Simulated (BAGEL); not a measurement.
**SiH2O2F2 (SMILES O[Si](O)(F)F): PBE0/def2-SVP (density fitting with qzvpp-jkfit)**

What is the energy change on altering one bond length of SiH2O2F2 at PBE0/def2-SVP (density fitting with qzvpp-jkfit)? 

The calculation is run with BAGEL 1.2.2.

## Step 1: The structure to begin with

SiH2O2F2 has 7 atoms, charge 0, and is taken as a singlet. SMILES: `O[Si](O)(F)F`. Geometry: relaxed at PBE0-D4/def2-TZVP. This is one conformer, not always the lowest.

Bond lengths: O1–Si2 1.609 Å, Si2–O3 1.609 Å, Si2–F4 1.583 Å, Si2–F5 1.583 Å, O1–H6 0.957 Å, O3–H7 0.957 Å. Angles: O1–Si2–O3 107.3°, O1–Si2–F4 112.2°, O1–Si2–F5 110.1°, O3–Si2–F4 110.1°, O3–Si2–F5 112.2°, F4–Si2–F5 104.9°, Si2–O1–H6 118.9°, Si2–O3–H7 118.9°.

## Step 2: A single-point energy at PBE0/def2-SVP (density fitting with qzvpp-jkfit)

File dft.json:

```json
{ "bagel": [

{
  "title": "molecule",
  "basis": "svp",
  "df_basis": "qzvpp-jkfit",
  "angstrom": "true",
  "geometry": [
    { "atom": "O", "xyz": [      -1.123000,       0.443800,       0.890500 ] },
    { "atom": "Si", "xyz": [      -0.011100,      -0.018100,      -0.177300 ] },
    { "atom": "O", "xyz": [       1.321200,      -0.386600,       0.646700 ] },
    { "atom": "F", "xyz": [      -0.483500,      -1.262700,      -1.033600 ] },
    { "atom": "F", "xyz": [       0.238000,       1.131800,      -1.236100 ] },
    { "atom": "H", "xyz": [      -1.829300,       1.022300,       0.602200 ] },
    { "atom": "H", "xyz": [       1.948900,      -0.998500,       0.262000 ] }
  ]
},

{ "title": "ks", "xc_func": "pbe0" },

{ "title": "print", "file": "orbitals.molden", "orbitals": "true" }

]}
```

The run is started by

```sh
$ BAGEL_NUM_THREADS=1 BAGEL dft.json > dft.out
```

Log:

```text
* using 1 threads per process

  ===============================================================
  ===============================================================

  *** Geometry ***

  { "atom" : "O", "xyz" : [     -2.122162,      0.838660,      1.682801 ] },
  { "atom" : "Si", "xyz" : [     -0.020976,     -0.034204,     -0.335048 ] },
  { "atom" : "O", "xyz" : [      2.496706,     -0.730568,      1.222086 ] },
  { "atom" : "F", "xyz" : [     -0.913683,     -2.386157,     -1.953221 ] },
  { "atom" : "F", "xyz" : [      0.449755,      2.138792,     -2.335890 ] },
  { "atom" : "H", "xyz" : [     -3.456876,      1.931867,      1.137993 ] },
  { "atom" : "H", "xyz" : [      3.682887,     -1.886892,      0.495108 ] },

  Number of auxiliary basis functions:      472

  Since a DF basis is specified, we compute 2- and 3-index integrals:
    o Being stored without compression. Storage requirement is 0.027 GB

  Number of basis functions:       84
  Number of electrons      :       50

    * METHOD: MOLECULE                             0.22

  *** Kohn-Sham DFT ***

    * Removing 12574 points whose weight is below 1.00e-10
    * Grid points: 91768

  === Nuclear Repulsion ===
   270.4700007074

       - DIIS with orbital gradients will be used.

  === KS iteration (pbe0 / svp) ===
      0       -607.80483292          0.13694796           0.40
      1       -566.76408572          0.17848135           0.38
      2       -555.02754939          0.20492949           0.39
      3       -635.09356082          0.09627348           0.37
      4       -639.53163743          0.03289999           0.38
      5       -640.16345719          0.01050946           0.38
      6       -640.17054331          0.00959244           0.39
      7       -640.21362568          0.00126607           0.38
      8       -640.21418590          0.00069008           0.38
      9       -640.21439540          0.00005644           0.39
     10       -640.21439659          0.00000604           0.38
     11       -640.21439660          0.00000319           0.39
     12       -640.21439660          0.00000132           0.38
     13       -640.21439660          0.00000028           0.39
     14       -640.21439660          0.00000013           0.38
     15       -640.21439660          0.00000002           0.38
     16       -640.21439660          0.00000001           0.39
    * SCF iteration converged.

    * Permanent dipole moment:
           (    0.013506,     0.005754,     0.116472) a.u.

    * METHOD: KS                                   7.02

    * METHOD: PRINT                                0.02

  ===============================================================
```

Run time: 7.5 s. Hardware: 1 thread of Arm Neoverse V1, shared host; peak memory 0.39 GiB.

## Step 3: The distorted shape, same level

File dft.json:

```json
{ "bagel" : [

{
  "title" : "molecule",
  "basis" : "svp",
  "df_basis" : "qzvpp-jkfit",
  "angstrom" : "true",
  "geometry" : [
    { "atom" : "O", "xyz" : [   -0.911137,    0.270272,    0.976979 ] },
    { "atom" : "Si", "xyz" : [    0.200763,   -0.191628,   -0.090821 ] },
    { "atom" : "O", "xyz" : [    1.533063,   -0.560128,    0.733179 ] },
    { "atom" : "F", "xyz" : [   -0.271637,   -1.436228,   -0.947121 ] },
    { "atom" : "F", "xyz" : [    0.449863,    0.958272,   -1.149621 ] },
    { "atom" : "H", "xyz" : [   -1.829300,    1.022300,    0.602200 ] },
    { "atom" : "H", "xyz" : [    2.160763,   -1.172028,    0.348479 ] }
  ]
},
{ "title" : "ks", "xc_func" : "pbe0" },
{ "title" : "print", "file" : "orbitals.molden", "orbitals" : "true" }

]}
```

The run is started by

```sh
$ BAGEL_NUM_THREADS=1 BAGEL dft.json > dft.out
```

Log:

```text
* using 1 threads per process

  ===============================================================
  ===============================================================

  *** Geometry ***

  { "atom" : "O", "xyz" : [     -1.721799,      0.510740,      1.846223 ] },
  { "atom" : "Si", "xyz" : [      0.379387,     -0.362124,     -0.171627 ] },
  { "atom" : "O", "xyz" : [      2.897069,     -1.058489,      1.385508 ] },
  { "atom" : "F", "xyz" : [     -0.513320,     -2.714078,     -1.789799 ] },
  { "atom" : "F", "xyz" : [      0.850118,      1.810872,     -2.172469 ] },
  { "atom" : "H", "xyz" : [     -3.456876,      1.931867,      1.137993 ] },
  { "atom" : "H", "xyz" : [      4.083250,     -2.214812,      0.658530 ] },

  Number of auxiliary basis functions:      472

  Since a DF basis is specified, we compute 2- and 3-index integrals:
    o Being stored without compression. Storage requirement is 0.027 GB

  Number of basis functions:       84
  Number of electrons      :       50

    * METHOD: MOLECULE                             0.22

  *** Kohn-Sham DFT ***

    * Removing 12277 points whose weight is below 1.00e-10
    * Grid points: 92065

  === Nuclear Repulsion ===
   268.8978546271

       - DIIS with orbital gradients will be used.

  === KS iteration (pbe0 / svp) ===
      0       -604.95292971          0.13615404           0.40
      1       -544.02275668          0.20972113           0.38
      2       -572.94375512          0.19425981           0.39
      3       -620.86337551          0.11727178           0.38
      4       -622.41420512          0.13440749           0.39
      5       -639.43465339          0.03792921           0.39
      6       -639.90128445          0.02391542           0.39
      7       -640.15557390          0.00537933           0.39
      8       -640.16883626          0.00062560           0.39
      9       -640.16894609          0.00044749           0.39
     10       -640.16903475          0.00006437           0.39
     11       -640.16903629          0.00003159           0.38
     12       -640.16903677          0.00000601           0.38
     13       -640.16903678          0.00000320           0.38
     14       -640.16903678          0.00000097           0.38
     15       -640.16903678          0.00000036           0.38
     16       -640.16903678          0.00000010           0.38
     17       -640.16903678          0.00000004           0.38
     18       -640.16903678          0.00000001           0.39
     19       -640.16903678          0.00000000           0.38
    * SCF iteration converged.

    * Permanent dipole moment:
           (    0.146785,    -0.096969,     0.140760) a.u.

    * METHOD: KS                                   8.20

    * METHOD: PRINT                                0.01

  ===============================================================
```

It took 8.7 s on 1 thread of Arm Neoverse V1, shared host; peak memory 0.39 GiB.

## Step 4: Results

Level: PBE0/def2-SVP (density fitting with qzvpp-jkfit).

| quantity | value |
| --- | --- |
| first shape: total energy | -640.21440 Eh |
| first shape: dipole moment | 0.30 D |
| first shape: HOMO energy | -9.88 eV |
| first shape: LUMO energy | 0.85 eV |
| first shape: HOMO–LUMO gap | 10.74 eV |
| distorted shape: total energy | -640.16904 Eh |
| distorted shape: dipole moment | 0.57 D |
| distorted shape: HOMO energy | -9.61 eV |
| distorted shape: LUMO energy | -0.94 eV |
| distorted shape: HOMO–LUMO gap | 8.67 eV |
| energy change with the O1–H6 bond stretched from 0.957 to 1.245 Å | 1.234 eV |

In words: With the O1–H6 bond stretched from 0.957 to 1.245 Å the energy rises by 1.23 eV (28 kcal/mol). The first shape isn't relaxed at this level, so the change isn't measured from a minimum.
